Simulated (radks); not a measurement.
# Bi⁻ inside a hard spherical wall

One table from this session's results is given with a row withheld; the runs are named, their logs left out.

The numbers are computed with radks (a radial shooting solver on a logarithmic mesh, Libxc functionals) version 1 (scalar-relativistic Kohn-Sham, PBE, spin-polarised, spherical densities, point nucleus; open shells are filled with parallel spins first), except any that are marked as measured or tabulated.

**What is computed**

| Property | Result |
| --- | --- |
| element | bismuth (Z = 83) |
| charge | -1 |
| electrons | 84 |
| configuration | [Hg] 6p4 |

The outer shells:

Bi⁻
```
[Hg] core
6p [↑↓][↑ ][↑ ]
```

Set-up of the first run:

The run's settings:

```text
Z 83
configuration [Hg] 6p4 7s0 5f0 6d0
relativity scalar-relativistic
functional pbe,pbe
spin polarised
nucleus point
wall 12 bohr
c 137.035999084
```

Launch:

```
> python run_ks.py task.json out
```

All runs below come from this command, one after another.

Among the steps run: Wall at 12 bohr; Wall at 10 bohr; Wall at 4 bohr; Wall at 3.5 bohr; Wall at 3 bohr; Wall at 2 bohr; Wall at 1.5 bohr.

One table of the session follows, with a row left open; its other results are not shown here.

```
R (bohr)  E − E(widest) (eV)  ε(6p) (eV)  ε(7s, empty) (eV)  ε(6d, empty) (eV)  ε(5f, empty) (eV)
      12               0.000       0.680              3.124              4.691              6.329
      10               0.120       0.915              3.987              5.803              8.234
       4              27.404      13.092             40.683             29.842             33.252
     3.5                   ?           ?                  ?                  ?                  ?
       3              109.39      34.504             98.604             63.814             54.752
       2              714.99      143.92             339.67             205.42             127.42
     1.5              2482.6      381.17             791.77             472.14             256.16
```

Estimate the missing values for R (bohr) = 3.5.

Worked estimate for «E − E(widest) (eV)». A straight line through the neighbours (4, 27.404) and (3, 109.39) gives 27.404 + (109.39 − 27.404) × (3.5 − 4) / (3 − 4) = 68.397; a parabola fitted to 4 rows on both sides gives 86.852.

As computed: E − E(widest) (eV): 52.409; ε(6p) (eV): 20.408; ε(7s, empty) (eV): 61.345; ε(6d, empty) (eV): 42.003; ε(5f, empty) (eV): 41.602. In «E − E(widest) (eV)» the line misses by +15.988 and the parabola by +34.443.

From R = 12 bohr inwards the highest occupied level lies above zero, in an anion first from self-interaction, then from the wall. Shells are not refilled when levels cross, and a hard wall is a model, not a crystal.
